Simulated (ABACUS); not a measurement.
**AgRh: single point with PBEsol**

AgRh:

```
Ag Rh
1.0
     2.77759    0.00000    0.00000
    -1.38879    2.40546    0.00000
     0.00000    0.00000    4.80860
Ag Rh
1 1
Cartesian
  -0.0691 -0.0115 2.4209
  1.4279 0.7566 -0.0426
```

The cell comes from a database or a generator and needn't be the stable form of this composition.

The cell isn't the ideal one: atoms moved at random, drawn with an rms of 0.05 Å.

```yaml
Program: ABACUS 3.10.1
Task: single point
Functional: PBEsol
Potentials_or_basis: PseudoDojo NC SR 0.4.1 PBEsol standard
Cutoff: 1211 eV
Density_cutoff: 4844 eV
Basis: plane waves
k_mesh: 11 × 11 × 6
Occupations: fermi-dirac, width 0.05 eV
Spin: no spin polarisation
Radial_cutoff_of_the_potentials_pseudo_rcut: 7 bohr
SCF_threshold_on_the_density: 1e-08
Max_SCF_steps: 100
Eigensolver: dav
Mixing: broyden
Mixing_share: 0.7
Symmetry_key: 1
```

```yaml
Pressure: -10.1 GPa
Largest_force: 0.371 eV/Å
Band_gap_on_the_k_mesh: none (metal or under the smearing width)
```

Forces in eV/Å, atoms in the order of the input:
```
Ag   0.105 -0.045 -0.353
Rh  -0.105  0.045  0.353
```

Stress tensor (GPa, compression positive):
```
-10.07  -0.52  -0.32
 -0.52 -10.42   0.13
 -0.32   0.13  -9.87
```

Levels at points of the mesh, in eV from the Fermi level:
```tsv
k point	band 16	band 17	band 18	band 19	band 20
(0.00, 0.00, 0.00)	-1.79	-1.77	0.10	0.12	0.18
(0.00, 0.00, 0.50)	-2.46	-1.62	-1.56	0.07	0.13
```

Wall time 65 s on 4 MPI ranks on Intel(R) Xeon(R) Platinum 8488C (Sapphire Rapids) (shared host), peak memory 0.68 GiB a rank.
